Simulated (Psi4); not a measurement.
# HSE06/def2-SVP (core potential) run of CHClInNO (SMILES O=C=[N][InH][Cl])

Aim: the energy change on altering one bond length of CHClInNO at HSE06/def2-SVP (core potential), from 2 runs. 

The results are computed with Psi4 1.11.

5 further runs of the same task are left out: 3 that didn't finish, 2 set aside as unsound or not needed. Runs told in other sessions of the task aren't counted.

## Step 1: Starting point

CHClInNO has 6 atoms, charge 0, and is taken as a singlet. SMILES: `O=C=[N][InH][Cl]`. The coordinates come from a PBE0-D4/def2-TZVP relaxation. This is one conformer, not always the lowest.

Bond lengths: O1–C2 1.166 Å, C2–N3 1.205 Å, N3–In4 2.019 Å, In4–Cl5 2.315 Å, In4–H6 1.687 Å. Angles: O1–C2–N3 176.3°, C2–N3–In4 136.4°, N3–In4–Cl5 111.3°, N3–In4–H6 123.4°, Cl5–In4–H6 125.3°.

## Step 2: A single-point energy at HSE06/def2-SVP (core potential)

The input, chclinno.inp:

```
memory 2200 MB

molecule geom {
  O      1.628000    -2.320400     0.058100
  C      0.896600    -1.470900     0.379300
  N      0.136700    -0.626900     0.782100
  In    -0.744200     1.027900     0.031300
  Cl    -0.127000     1.382000    -2.172000
  H     -1.790100     2.008300     0.921200
  symmetry c1
  no_reorient
  no_com
}

set {
  basis                def2-SVP
  reference            rks
  puream               true
  e_convergence        1e-09
  d_convergence        1e-08
  scf_type             pk
  dft_radial_points    99
  dft_spherical_points 590
}

energy_value, wavefunction = energy("hse06", return_wfn=True)
oeprop(wavefunction, "DIPOLE", "LOWDIN_CHARGES", "MAYER_INDICES", title="HSE06")
```

Started as:

```bash
$ psi4 chclinno.inp chclinno.out -n 1
```

chclinno.out:

```text
[...]
    !!!  WARNING: ECP capability is in beta. Please check occupations closely.  !!!
[...]
  Running in c1 symmetry.
[...]
  Nuclear repulsion =  275.012338807376466
[...]
  Multiplicity = 1
[...]
  Nalpha       = 30
  Nbeta        = 30
[...]
    Number of basis functions: 91
[...]
   @RKS iter   1:  -818.24535767029704   -9.56344e-01   8.44428e-03 ADIIS/DIIS
[...]
   @RKS iter  13:  -818.50319774960076    4.20641e-12   2.00233e-09 DIIS
[...]
    Orbital Energies [Eh]
    ---------------------
    Doubly Occupied:
       1A   -101.659825     2A    -19.234854     3A    -14.389054
       4A    -10.347004     5A     -9.503725     6A     -7.240518
       7A     -7.235184     8A     -7.234352     9A     -4.753354
      10A     -3.153953    11A     -3.146000    12A     -3.143873
      13A     -1.100895    14A     -0.926169    15A     -0.847700
      16A     -0.821834    17A     -0.820335    18A     -0.820102
      19A     -0.818251    20A     -0.777144    21A     -0.524017
      22A     -0.489986    23A     -0.456889    24A     -0.453925
      25A     -0.403228    26A     -0.355325    27A     -0.324150
      28A     -0.315235    29A     -0.295532    30A     -0.295129
[...]
  @RKS Final Energy:  -818.50319774960076
   => Energetics <=
    Nuclear Repulsion Energy =            275.0123388073764659
    One-Electron Energy =               -1746.8981218199244267
    Two-Electron Energy =                 704.3585454470863851
    DFT Exchange-Correlation Energy =     -50.9759601841391259
    Empirical Dispersion Energy =           0.0000000000000000
    VV10 Nonlocal Energy =                  0.0000000000000000
    Total Energy =                       -818.5031977496007585
[...]
 Multipole Moments:
 ------------------------------------------------------------------------------------
     Multipole            Electronic (a.u.)      Nuclear  (a.u.)        Total (a.u.)
 ------------------------------------------------------------------------------------
 L = 1.  Multiply by 2.5417464519 to convert [e a0] to [Debye]
 Dipole X            :         -0.4482212           -0.4096926           -0.8579138
 Dipole Y            :        -28.0436961           28.9341636            0.8904675
 Dipole Z            :         51.8352287          -51.2686477            0.5665810
 Magnitude           :                                                    1.3601333
[...]
```

Wall time 21 s (1 thread of Intel Xeon 6975P-C (Granite Rapids), shared host); peak memory 1 GiB.

## Step 3: The distorted shape: energy and gradient at HSE06/def2-SVP (core potential)

The input, chclinno.in:

```
memory 2200 mb

molecule {
  0 1
  O      1.941769    -2.614519    -0.208869
  C      1.210369    -1.765019     0.112331
  N      0.450469    -0.921019     0.515131
  In    -0.430431     0.733781    -0.235669
  Cl     0.186769     1.087881    -2.438969
  H     -1.790100     2.008300     0.921200
  units angstrom
  symmetry c1
}

set globals {
  basis def2-SVP
  reference rks
  puream true
  e_convergence 1e-09
  d_convergence 1e-08
  scf_type pk
  dft_radial_points 99
  dft_spherical_points 590
}

energy_value = gradient('hse06')
```

Started as:

```bash
$ psi4 -i chclinno.in -o chclinno.out -n 1
```

chclinno.out, shortened:

```text
[...]
    !!!  WARNING: ECP capability is in beta. Please check occupations closely.  !!!
[...]
  Running in c1 symmetry.
[...]
  Nuclear repulsion =  272.955560766266672
[...]
  Multiplicity = 1
[...]
  Nalpha       = 30
  Nbeta        = 30
[...]
    Number of basis functions: 91
[...]
   @RKS iter   1:  -818.19757439462808   -9.81557e-01   8.57517e-03 DIIS/ADIIS
[...]
   @RKS iter  13:  -818.46962959484256   -8.75389e-12   3.98014e-09 DIIS
[...]
  @RKS Final Energy:  -818.46962959484256
   => Energetics <=
    Nuclear Repulsion Energy =            272.9555607662666716
    One-Electron Energy =               -1742.5269903217667888
    Two-Electron Energy =                 702.0237061203481517
    DFT Exchange-Correlation Energy =     -50.9219061596906428
    Empirical Dispersion Energy =           0.0000000000000000
    VV10 Nonlocal Energy =                  0.0000000000000000
    Total Energy =                       -818.4696295948425586
[...]
 Multipole Moments:
 ------------------------------------------------------------------------------------
     Multipole            Electronic (a.u.)      Nuclear  (a.u.)        Total (a.u.)
 ------------------------------------------------------------------------------------
 L = 1.  Multiply by 2.5417464519 to convert [e a0] to [Debye]
 Dipole X            :        -31.0514177           30.3648469           -0.6865708
 Dipole Y            :         33.1000020          -32.3595416            0.7404604
 Dipole Z            :         18.9958565          -18.5936818            0.4021748
 Magnitude           :                                                    1.0869249
[...]
  -Total Gradient:
     Atom            X                  Y                   Z
    ------   -----------------  -----------------  -----------------
       1       -0.002892743723     0.003321678300     0.001304255881
       2       -0.004990184108     0.006305672645     0.001347007685
       3        0.005510447451    -0.004194079158    -0.006401139990
       4        0.036022372533    -0.033279788647    -0.031613780011
       5       -0.000996415483    -0.002846534154     0.007691149184
       6       -0.032659063594     0.030691711413     0.027689486984
[...]
```

Run time: 28 s. Hardware: 1 thread of Intel Xeon 6975P-C (Granite Rapids), shared host; peak memory 1 GiB.

## Step 4: Outcome

Level: HSE06/def2-SVP (core potential).

```
                                                          quantity          value
                                         first shape: total energy  -818.50320 Eh
                                        first shape: dipole moment         3.46 D
                                          first shape: HOMO energy       -8.03 eV
                                          first shape: LUMO energy       -2.35 eV
                                        first shape: HOMO–LUMO gap        5.68 eV
                                     distorted shape: total energy  -818.46963 Eh
                                    distorted shape: dipole moment         2.76 D
                                      distorted shape: HOMO energy       -8.16 eV
                                      distorted shape: LUMO energy       -3.23 eV
                                    distorted shape: HOMO–LUMO gap        4.93 eV
                         distorted shape: largest force on an atom     3.000 eV/Å
energy change with the In4–H6 bond stretched from 1.687 to 2.194 Å       0.913 eV
```

In words: With the In4–H6 bond stretched from 1.687 to 2.194 Å the energy rises by 0.91 eV (21.1 kcal/mol). The first shape isn't relaxed at this level, so the change isn't measured from a minimum. With no_com the log's rotational constants are taken about the origin, not the centre of mass, so they aren't the molecule's.
